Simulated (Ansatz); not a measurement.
# Si₂N₂H₈: a spread of methods and bases, part 1 of 2

How do the results and run time of Si₂N₂H₈ respond when the settings are drawn wide?

Computed with Ansatz 0.2.0, Gaussian basis. Level: the settings change from run to run.

## 1. The geometry

The structure was relaxed beforehand with PBE0-D4 in a triple-zeta def2 set.

12 atoms, charge 0, spin multiplicity 1.

Atoms are counted from 1 here; the program's logs count them from 0.

Bond lengths: N1–N2 1.433 Å, N1–H5 1.015 Å, N1–H6 1.015 Å, N2–Si3 1.727 Å, N2–Si4 1.730 Å, Si3–H7 1.483 Å, Si3–H8 1.491 Å, Si3–H9 1.491 Å, Si4–H10 1.487 Å, Si4–H11 1.487 Å, Si4–H12 1.487 Å. Angles: N2–N1–H5 109.9°, N2–N1–H6 109.9°, H5–N1–H6 108.3°, N1–N2–Si3 117.6°, N1–N2–Si4 110.1°, Si3–N2–Si4 132.2°, N2–Si3–H7 108.9°, N2–Si3–H8 110.2°, N2–Si3–H9 110.2°, H7–Si3–H8 110.3°, H7–Si3–H9 110.3°, H8–Si3–H9 107.0°, N2–Si4–H10 111.2°, N2–Si4–H11 111.2°, N2–Si4–H12 106.8°, H10–Si4–H11 108.3°, H10–Si4–H12 109.6°, H11–Si4–H12 109.6°.

## 2. wB97X/STO-3G

Set apart from the defaults: the search for lower states set to full.

Input file in.yaml:

```yaml
crystal:
  periodic: [false, false, false]
  atoms:
    - {symbol: N, position_ang: [-1.105944, 0.953020, -0.619598]}
    - {symbol: N, position_ang: [-0.090427, 0.087743, -0.097703]}
    - {symbol: Si, position_ang: [-0.113442, -0.243578, 1.596675]}
    - {symbol: Si, position_ang: [0.958898, -0.433904, -1.369866]}
    - {symbol: H, position_ang: [-2.022964, 0.559127, -0.436034]}
    - {symbol: H, position_ang: [-1.051942, 1.860330, -0.168304]}
    - {symbol: H, position_ang: [1.013648, -1.151131, 1.923352]}
    - {symbol: H, position_ang: [-1.410192, -0.871433, 1.981565]}
    - {symbol: H, position_ang: [0.003040, 1.025230, 2.371559]}
    - {symbol: H, position_ang: [1.633793, 0.721392, -2.018370]}
    - {symbol: H, position_ang: [0.208445, -1.182900, -2.412182]}
    - {symbol: H, position_ang: [1.977088, -1.323896, -0.751104]}
basis:
  gaussian: {orbitals: STO-3G}
hamiltonian: {xc: {name: wB97X}}
scf: {lower_state_search: full}
output: {forces: true}
```

On the command line:

```
ansatz run in.yaml --threads 4 --pin off --events-out ev --progress --plain --max-ram 10444MiB
```

Standard output (excerpt; [...] marks lines left out):

```text
Functional definition: wB97X
  name "wB97X"
  cite "Chai & Head-Gordon, J. Chem. Phys. 128, 084106 (2008) doi:10.1063/1.2834918"
  cite "Becke, J. Chem. Phys. 107, 8554 (1997) doi:10.1063/1.475007"
[...]
  # The coefficients of nought are those of the uniform gas.
[...]
      + exact_x_lr(omega)
[...]
      + integral(e_c_pw_opposite_spin*poly(b97_u_opposite, 1, cos1, cos2, cos3, cos4))
441 factors; integrals over basis functions are off by at most 3.5e-5 eV
203 factors; integrals over basis functions are off by at most 3.1e-6 eV
[...]
mean field -18641.75208142 eV, -685.0717531588 hartree, gradient 2.8e-5 eV, S^2 0.000000; 0 other end points of the search recorded, 0 dependent functions left out
[...]
reference -18641.75205846 eV, -685.0717523149 hartree; 25, 25 occupied and 11, 11 virtual orbitals, 441 factors
Total energy: -18641.75205846 eV, -685.0717523149 hartree
Atom 0 at    -1.105944     0.953020    -0.619598 Å, force     1.026839    -0.289769    -2.312603 eV/Å
Atom 1 at    -0.090427     0.087743    -0.097703 Å, force     0.500192    -0.414300     0.205534 eV/Å
Atom 2 at    -0.113442    -0.243578     1.596675 Å, force     0.041820    -0.370155     1.635201 eV/Å
Atom 3 at     0.958898    -0.433904    -1.369866 Å, force     0.984520    -0.557901    -0.868629 eV/Å
Atom 4 at    -2.022964     0.559127    -0.436034 Å, force    -1.833928    -0.568071     0.619076 eV/Å
Atom 5 at    -1.051942     1.860330    -0.168304 Å, force    -0.145199     1.693942     1.084655 eV/Å
Atom 6 at     1.013648    -1.151131     1.923352 Å, force    -0.818196     0.654705    -0.211090 eV/Å
Atom 7 at    -1.410192    -0.871433     1.981565 Å, force     0.958298     0.452344    -0.260398 eV/Å
Atom 8 at     0.003040     1.025230     2.371559 Å, force    -0.078773    -0.941163    -0.546834 eV/Å
Atom 9 at     1.633793     0.721392    -2.018370 Å, force    -0.457231    -0.829628     0.448064 eV/Å
Atom 10 at     0.208445    -1.182900    -2.412182 Å, force     0.551052     0.516380     0.725496 eV/Å
Atom 11 at     1.977088    -1.323896    -0.751104 Å, force    -0.729396     0.653617    -0.518470 eV/Å
Dipole moment:    -0.069185    -0.002155     0.262509 e Å
```

It took 1.3 s on 4 threads of Arm Neoverse V2, shared host.

Largest force 2.547 eV/Å, dipole 1.30 D.

## 3. B97M-V/6-31G

This run has a grid of angular degree 11.

Changes to in.yaml since step 2:

```diff
@@ -16,5 +16,3 @@
 basis:
-  gaussian: {orbitals: STO-3G}
-hamiltonian: {xc: {name: wB97X}}
-scf: {lower_state_search: full}
-output: {forces: true}
+  gaussian: {orbitals: 6-31G, final_grid: {core_spheres: 5, valence_spheres: 4, degree: 11}}
+hamiltonian: {xc: {name: B97M-V}}
```

Launched as before.

Standard output (excerpt; [...] marks lines left out):

```text
Functional definition: B97M-V
  name "B97M-V"
  cite "Mardirossian & Head-Gordon, J. Chem. Phys. 142, 074111 (2015) doi:10.1063/1.4907719"
  cite "Becke, J. Chem. Phys. 107, 8554 (1997) doi:10.1063/1.475007"
  cite "Vydrov & Van Voorhis, J. Chem. Phys. 133, 244103 (2010) doi:10.1063/1.3521275"
  # Of w^i u^j: cxij and so on, Table III.
[...]
  gx(w, u) = cx00 + cx01*u + cx02*u^2 + (cx10 + cx11*u)*w
  gss(w, u) = css00 + css02*u^2 + css10*w + (css32*w^3 + css42*w^4)*u^2
  gos(w, u) = cos00 + cos01*u + cos03*u^3 + cos10*w + cos32*w^3*u^2
[...]
      + integral(e_c_pw_mod_opposite_spin*gos(b97_w_opposite, b97_u_opposite)) + vv10(b, c)
803 factors; integrals over basis functions are off by at most 2.2e-4 eV
[...]
mean field -18856.52695601 eV, -692.9645842204 hartree, gradient 5.2e-5 eV, S^2 0.000000; 0 other end points of the search recorded, 0 dependent functions left out
reference -18856.52699657 eV, -692.9645857111 hartree; 25, 25 occupied and 35, 35 virtual orbitals, 803 factors
Total energy: -18856.52699657 eV, -692.9645857111 hartree
```

Run time: 1.5 s. Hardware: 4 threads of Arm Neoverse V2, shared host.

## 4. B3LYP/6-31++G**

This run has atoms shaken by 0.15 Å, D3(BJ) with three-body dispersion.

Input file in.yaml:

```yaml
crystal:
  periodic: [false, false, false]
  atoms:
    - {symbol: N, position_ang: [-0.736979, 0.888502, -1.001909]}
    - {symbol: N, position_ang: [-0.231443, -0.205988, 0.154539]}
    - {symbol: Si, position_ang: [-0.034447, -0.213371, 1.830862]}
    - {symbol: Si, position_ang: [1.003403, -0.737089, -1.469267]}
    - {symbol: H, position_ang: [-2.012075, 0.499769, -0.165067]}
    - {symbol: H, position_ang: [-1.294183, 1.979101, -0.177633]}
    - {symbol: H, position_ang: [0.801437, -1.406995, 1.863160]}
    - {symbol: H, position_ang: [-1.326216, -0.785506, 2.031044]}
    - {symbol: H, position_ang: [0.085764, 0.862644, 2.437480]}
    - {symbol: H, position_ang: [1.786005, 0.615397, -1.813664]}
    - {symbol: H, position_ang: [0.216764, -1.193737, -2.510343]}
    - {symbol: H, position_ang: [2.116408, -1.224378, -0.967952]}
basis:
  gaussian: {orbitals: "6-31++G**"}
hamiltonian: {xc: {name: B3LYP}, dispersion: d3bjatm}
```

The command is unchanged.

Standard output (excerpt; [...] marks lines left out):

```text
Functional definition: B3LYP
  name "B3LYP"
  cite "Stephens, Devlin, Chabalowski & Frisch, J. Phys. Chem. 98, 11623 (1994) doi:10.1021/j100096a001"
  cite "Becke, Phys. Rev. A 38, 3098 (1988) doi:10.1103/PhysRevA.38.3098"
  cite "Lee, Yang & Parr, Phys. Rev. B 37, 785 (1988) doi:10.1103/PhysRevB.37.785"
  cite "Vosko, Wilk & Nusair, Can. J. Phys. 58, 1200 (1980) doi:10.1139/p80-159"
[...]
1390 factors; their error is unknown
[...]
mean field -18856.71541658 eV, -692.9715100186 hartree, gradient 2.4e-5 eV, S^2 0.000000; 0 other end points of the search recorded, 0 dependent functions left out
reference -18856.71578799 eV, -692.9715236674 hartree; 25, 25 occupied and 107, 107 virtual orbitals, 1390 factors
Total energy: -18857.23394963 eV, -692.9905657566 hartree
```

Run time: 1.5 s. Hardware: 4 threads of Arm Neoverse V2, shared host.

## 5. PBE0/def2-TZVP

Set apart from the defaults: charge +1, multiplicity 2, restricted open-shell orbitals, D3(BJ) dispersion, high accuracy.

Input file in.yaml:

```yaml
crystal:
  periodic: [false, false, false]
  atoms:
    - {symbol: N, position_ang: [-1.105944, 0.953020, -0.619598]}
    - {symbol: N, position_ang: [-0.090427, 0.087743, -0.097703]}
    - {symbol: Si, position_ang: [-0.113442, -0.243578, 1.596675]}
    - {symbol: Si, position_ang: [0.958898, -0.433904, -1.369866]}
    - {symbol: H, position_ang: [-2.022964, 0.559127, -0.436034]}
    - {symbol: H, position_ang: [-1.051942, 1.860330, -0.168304]}
    - {symbol: H, position_ang: [1.013648, -1.151131, 1.923352]}
    - {symbol: H, position_ang: [-1.410192, -0.871433, 1.981565]}
    - {symbol: H, position_ang: [0.003040, 1.025230, 2.371559]}
    - {symbol: H, position_ang: [1.633793, 0.721392, -2.018370]}
    - {symbol: H, position_ang: [0.208445, -1.182900, -2.412182]}
    - {symbol: H, position_ang: [1.977088, -1.323896, -0.751104]}
basis:
  gaussian: {orbitals: def2-TZVP}
total_charge: 1
magnetization: {spin_polarized: false, initial_magnetization: 1}
hamiltonian: {xc: {name: PBE0}, dispersion: d3bj}
accuracy: high
output: {forces: true}
```

The command is unchanged.

Standard output (excerpt; [...] marks lines left out):

```text
Functional definition: PBE0
  name "PBE0"
  cite "Adamo & Barone, J. Chem. Phys. 110, 6158 (1999) doi:10.1063/1.478522"
  cite "Perdew, Burke & Ernzerhof, Phys. Rev. Lett. 77, 3865 (1996) doi:10.1103/PhysRevLett.77.3865"
  parent pbe
[...]
3529 factors; integrals over basis functions are off by at most 3.8e-9 eV
[...]
mean field -18847.54803204 eV, -692.6346148507 hartree, gradient 7.1e-8 eV, S^2 0.750000; 4 other end points of the search recorded, 0 dependent functions left out
[...]
reference -18847.54803580 eV, -692.6346149889 hartree; 25, 24 occupied and 159, 160 virtual orbitals, 3529 factors
Total energy: -18847.78858638 eV, -692.6434550593 hartree
Atom 0 at    -1.105944     0.953020    -0.619598 Å, force     0.506232    -0.291344    -0.410809 eV/Å
Atom 1 at    -0.090427     0.087743    -0.097703 Å, force    -1.719345     1.412995    -0.625105 eV/Å
Atom 2 at    -0.113442    -0.243578     1.596675 Å, force     0.444864    -0.905784     2.797127 eV/Å
Atom 3 at     0.958898    -0.433904    -1.369866 Å, force     1.968881    -1.162896    -1.517811 eV/Å
Atom 4 at    -2.022964     0.559127    -0.436034 Å, force    -0.165636    -0.165929     0.135533 eV/Å
Atom 5 at    -1.051942     1.860330    -0.168304 Å, force     0.077787     0.159535     0.205314 eV/Å
Atom 6 at     1.013648    -1.151131     1.923352 Å, force    -0.073808     0.108474    -0.255714 eV/Å
Atom 7 at    -1.410192    -0.871433     1.981565 Å, force    -0.086254     0.099855    -0.435327 eV/Å
Atom 8 at     0.003040     1.025230     2.371559 Å, force    -0.035503     0.166543    -0.421038 eV/Å
Atom 9 at     1.633793     0.721392    -2.018370 Å, force    -0.288226     0.280687     0.219994 eV/Å
Atom 10 at     0.208445    -1.182900    -2.412182 Å, force    -0.390426     0.142808     0.190613 eV/Å
Atom 11 at     1.977088    -1.323896    -0.751104 Å, force    -0.238565     0.155056     0.117224 eV/Å
Dipole moment:    -0.246379     0.152231     0.155164 e Å
```

Wall time 21 s (4 threads of Arm Neoverse V2, shared host); peak memory 1.2 GiB.

Largest force 2.974 eV/Å.

## 6. CAM-B3LYP/aug-pcseg-2

Set apart from the defaults: charge +1, multiplicity 2, restricted open-shell orbitals, D3(BJ) dispersion, the search for lower states set to off.

Changes to in.yaml since step 5:

```diff
@@ -16,7 +16,7 @@
 basis:
-  gaussian: {orbitals: def2-TZVP}
+  gaussian: {orbitals: aug-pcseg-2}
 total_charge: 1
 magnetization: {spin_polarized: false, initial_magnetization: 1}
-hamiltonian: {xc: {name: PBE0}, dispersion: d3bj}
-accuracy: high
+hamiltonian: {xc: {name: CAM-B3LYP}, dispersion: d3bj}
+scf: {lower_state_search: off}
 output: {forces: true}
```

The command is unchanged.

Standard output (excerpt; [...] marks lines left out):

```text
Functional definition: CAM-B3LYP
  name "CAM-B3LYP"
  cite "Yanai, Tew & Handy, Chem. Phys. Lett. 393, 51 (2004) doi:10.1016/j.cplett.2004.06.011"
  cite "Iikura, Tsuneda, Yanai & Hirao, J. Chem. Phys. 115, 3540 (2001) doi:10.1063/1.1383587"
  cite "Becke, Phys. Rev. A 38, 3098 (1988) doi:10.1103/PhysRevA.38.3098"
  cite "Lee, Yang & Parr, Phys. Rev. B 37, 785 (1988) doi:10.1103/PhysRevB.37.785"
  cite "Vosko, Wilk & Nusair, Can. J. Phys. 58, 1200 (1980) doi:10.1139/p80-159"
[...]
  # Exact exchange under (alpha + beta erf(omega r))/r, Becke's under what is left of 1/r.
[...]
1548 factors; their error is unknown
722 factors; integrals over basis functions are off by at most 3.0e-5 eV
[...]
mean field -18857.25735603 eV, -692.9914259259 hartree, gradient 4.9e-6 eV, S^2 0.750000; 0 other end points of the search recorded, 0 dependent functions left out
[...]
Atom 4 at    -2.022964     0.559127    -0.436034 Å, force    -0.131255    -0.140517     0.098943 eV/Å
Atom 5 at    -1.051942     1.860330    -0.168304 Å, force     0.071673     0.130650     0.157127 eV/Å
Atom 6 at     1.013648    -1.151131     1.923352 Å, force    -0.186124     0.205749    -0.321067 eV/Å
Atom 7 at    -1.410192    -0.871433     1.981565 Å, force     0.075925     0.161621    -0.525129 eV/Å
Atom 8 at     0.003040     1.025230     2.371559 Å, force    -0.026355     0.022872    -0.553093 eV/Å
Atom 9 at     1.633793     0.721392    -2.018370 Å, force    -0.379008     0.146701     0.351371 eV/Å
Atom 10 at     0.208445    -1.182900    -2.412182 Å, force    -0.317960     0.226729     0.367067 eV/Å
Atom 11 at     1.977088    -1.323896    -0.751104 Å, force    -0.352582     0.248428     0.077849 eV/Å
Dipole moment:    -0.252475     0.155526     0.161283 e Å
Checks for a lower state left out: stability, starts, cluster_reference, orbital_swaps, neighbouring_geometries, increment
```

Wall time 11 s (4 threads of Arm Neoverse V2, shared host); peak memory 2 GiB.

Largest force 3.370 eV/Å.

(Continued in part 2 of 2.)
